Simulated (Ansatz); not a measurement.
# F2H2O2SW: one species, many methods

An exercise on one series of results from a longer session: the logs are not shown, and one member is left open.

Program: Ansatz 0.2.0, Gaussian basis. Level of theory: functionals in def2-TZVPP, the program's frozen cores in correlated methods. These are calculated values, not measurements.

Plan: LDA (SPW92), PBE-D4, revPBE-D4, BLYP-D4, r2SCAN-D4, B97M-V, PBE0-D4, B3LYP-D4, r2SCANh-D4, r2SCAN0-D4, HSE06-D4, BHLYP-D4, CAM-B3LYP-D4, LC-ωPBE, ωB97X-V, ωB97M-V, B2PLYP, PBE-QIDH; CCSD(T)/def2-SVP; CCSD(T)/def2-TZVPP; MP2/def2-QZVPP; extrapolation to the limit; RPA on PBE.

## The geometry

All runs share one geometry, relaxed beforehand with PBE0-D4 in a triple-zeta def2 set. W takes the def2 core potential; no spin-orbit term is included.

SMILES `[OH][W]([OH])([F])([F])=[S]`, 8 atoms, charge 0, spin multiplicity 1.

Atoms are counted from 1 here; the program's logs count them from 0.

Bond lengths: O1–W2 1.895 Å, O1–H7 0.962 Å, W2–O3 1.861 Å, W2–F4 1.877 Å, W2–F5 1.863 Å, W2–S6 2.108 Å, O3–H8 0.960 Å. Angles: W2–O1–H7 117.3°, O1–W2–O3 86.6°, O1–W2–F4 82.5°, O1–W2–F5 141.8°, O1–W2–S6 109.3°, O3–W2–F4 153.7°, O3–W2–F5 90.6°, O3–W2–S6 103.1°, F4–W2–F5 83.5°, F4–W2–S6 103.2°, F5–W2–S6 108.5°, W2–O3–H8 128.9°.

Set-up of the first run:

in.yaml

```yaml
crystal:
  periodic: [false, false, false]
  atoms:
    - {symbol: O, position_ang: [-0.196905, -1.308379, 0.776219]}
    - {symbol: W, position_ang: [-0.102849, 0.399086, -0.040368]}
    - {symbol: O, position_ang: [1.645664, -0.040916, -0.500664]}
    - {symbol: F, position_ang: [-1.966795, 0.191499, -0.120944]}
    - {symbol: F, position_ang: [-0.340635, 1.253443, -1.679179]}
    - {symbol: S, position_ang: [0.152321, 1.868942, 1.448880]}
    - {symbol: H, position_ang: [-1.064963, -1.618886, 1.051331]}
    - {symbol: H, position_ang: [1.966363, -0.801889, -0.990975]}
basis:
  gaussian: {orbitals: def2-TZVPP}
hamiltonian: {xc: lda}
output: {orbitals: {seedname: orbitals}}
```

Command:

```sh
ansatz run in.yaml --threads 4 --pin off --events-out ev --progress --plain --max-ram 11315MiB
```

Among the steps run: LDA; PBE-D4 (GGA); revPBE-D4 (GGA); BLYP-D4 (GGA); r2SCAN-D4 (meta-GGA); B97M-V (meta-GGA); B3LYP-D4 (hybrid); r2SCANh-D4 (hybrid); r2SCAN0-D4 (hybrid); HSE06-D4 (hybrid); BHLYP-D4 (hybrid); CAM-B3LYP-D4 (range-separated); LC-ωPBE (range-separated); ωB97X-V (range-separated); ωB97M-V (range-separated); B2PLYP (double hybrid); PBE-QIDH (double hybrid).

One table of the session follows, with a row left open; its other results are not shown here.

It belongs to the step «Frontier levels by functional». 

```
  functional  HOMO (eV)  LUMO (eV)  gap (eV)
 LDA (SPW92)      -7.27      -3.95      3.32
      PBE-D4      -7.08      -3.71      3.37
   revPBE-D4      -7.01      -3.62      3.39
     BLYP-D4      -6.93      -3.60      3.33
   r2SCAN-D4      -7.43      -3.67      3.76
      B97M-V      -7.47      -3.64      3.83
     PBE0-D4      -8.40      -2.94      5.46
    B3LYP-D4      -8.15      -3.16      4.99
  r2SCANh-D4      -7.91      -3.37      4.54
  r2SCAN0-D4      -8.63      -2.90      5.73
    HSE06-D4      -8.00      -3.32      4.68
    BHLYP-D4      -9.56      -1.99      7.57
CAM-B3LYP-D4      -9.69      -1.82      7.87
     LC-ωPBE          ?          ?         ?
     ωB97X-V     -10.66      -0.71      9.94
     ωB97M-V     -10.52      -0.72      9.80
```

Estimate the missing values for LC-ωPBE.

As computed: HOMO (eV): -10.99; LUMO (eV): -0.63; gap (eV): 10.35. In the column «HOMO (eV)» it is the lowest.
